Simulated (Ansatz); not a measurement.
# CHGe (quartet): the correlation ladder, cc-pVDZ

The task here is to estimate one member of a computed series from the others.

Computed with Ansatz 0.2.0, Gaussian basis. Level: cc-pVDZ, core rule «outside noble gas», up to 15 orbitals frozen.

Plan: UHF; CCSD(T) on ROHF; CCSD(T) on UHF; BCCD(T) on ROHF; CISD; CCSDT(Q) on ROHF; CCSDT(Q) on UHF; CASSCF and MRCISD+Q, 9 electrons in 9 orbitals; CASSCF and NEVPT2, 9 electrons in 9 orbitals.

21 further runs of the same task are left out: 9 that didn't finish, 12 set aside as unsound or not needed.

## What is computed

The geometry is a PBE0/def2-TZVP stationary point (not a proven minimum). No spin-orbit coupling is included. The filled d shell of Ge may be among the frozen orbitals whatever the setting's name suggests; the logs give the count.

3 atoms, charge 0, spin multiplicity 4.

Atoms are counted from 1 here; the program's logs count them from 0.

Bond lengths: Ge1–C2 1.987 Å, C2–H3 1.097 Å. Angles: Ge1–C2–H3 132.1°.

Coordinates:

| atom | x (Å) | y (Å) | z (Å) |
| --- | --- | --- | --- |
| Ge1 | 0.00000 | 0.01404 | 0.31051 |
| C2 | 0.00000 | -0.13690 | -1.67100 |
| H3 | 0.00000 | 0.61977 | -2.46582 |

The first run:

Input file in.yaml:

```yaml
crystal:
  periodic: [false, false, false]
  atoms:
    - {symbol: Ge, position_ang: [0.000000, 0.014036, 0.310508]}
    - {symbol: C, position_ang: [0.000000, -0.136900, -1.670999]}
    - {symbol: H, position_ang: [0.000000, 0.619772, -2.465821]}
basis:
  gaussian: {orbitals: cc-pVDZ}
magnetization: {spin_polarized: true, initial_magnetization: 3}
hamiltonian: {xc: hf}
output: {orbitals: {seedname: orbitals}}
```

Command:

```
$ ansatz run in.yaml --threads 1 --pin off --events-out ev --progress --plain --max-ram 2393MiB
```

Steps of the session up to this table: UHF; CCSD(T) on ROHF; CCSD(T) on UHF; BCCD(T) on ROHF; CISD; CCSDT(Q) on ROHF; CCSDT(Q) on UHF; CASSCF and MRCISD+Q, 9 electrons in 9 orbitals; CASSCF and NEVPT2, 9 electrons in 9 orbitals.

One table of the session follows, with a row left open; its other results are not shown here.

| method | from UCCSDT(Q) (kcal/mol) |
| --- | --- |
| ROHF | +116.26 |
| UHF | ? |
| RMP2 | +24.52 |
| UMP2 | +24.91 |
| CISD | +10.57 |
| RCCSD | +4.16 |
| UCCSD | +3.99 |
| RCCSD(T) | +1.07 |
| UCCSD(T) | +0.98 |
| BCCD(T) | +1.05 |
| RCCSDT | +0.31 |
| UCCSDT | +0.20 |
| RCCSDT(Q) | +0.12 |
| UCCSDT(Q) | 0 |
| CASSCF valence | +78.83 |
| NEVPT2 valence | +18.33 |
| MRCISD valence | +5.12 |
| MRCISD+Q valence | +0.37 |

**Question.** Estimate the row for UHF.

The run gave: from UCCSDT(Q) (kcal/mol): +111.48. In the column «from UCCSDT(Q) (kcal/mol)» it lies between CASSCF valence (+78.83) and ROHF (+116.26).

Among the levels timed on like hardware and quicker than the yardstick, those that no quicker one beats, quickest first: CISD (2.9 s, +10.57 kcal/mol); UCCSD(T) (4.5 s, +0.98 kcal/mol); MRCISD+Q valence (6.5 s, +0.37 kcal/mol).

With the free atoms at the same levels and basis (separate runs), the atomisation energy is 5.977 eV at UCCSDT(Q), 5.958 eV at RCCSD(T), 5.951 eV at UCCSD(T), 4.718 eV at ROHF.

To keep in mind: Of the multireference levels listed MRCISD+Q valence comes nearest in total energy (+0.37 kcal/mol), which doesn't show that its space is the better one. Restricted and unrestricted rows rest on different reference determinants; where their highest levels disagree by more than a few hundredths of an eV, they describe different states and don't form one ladder.
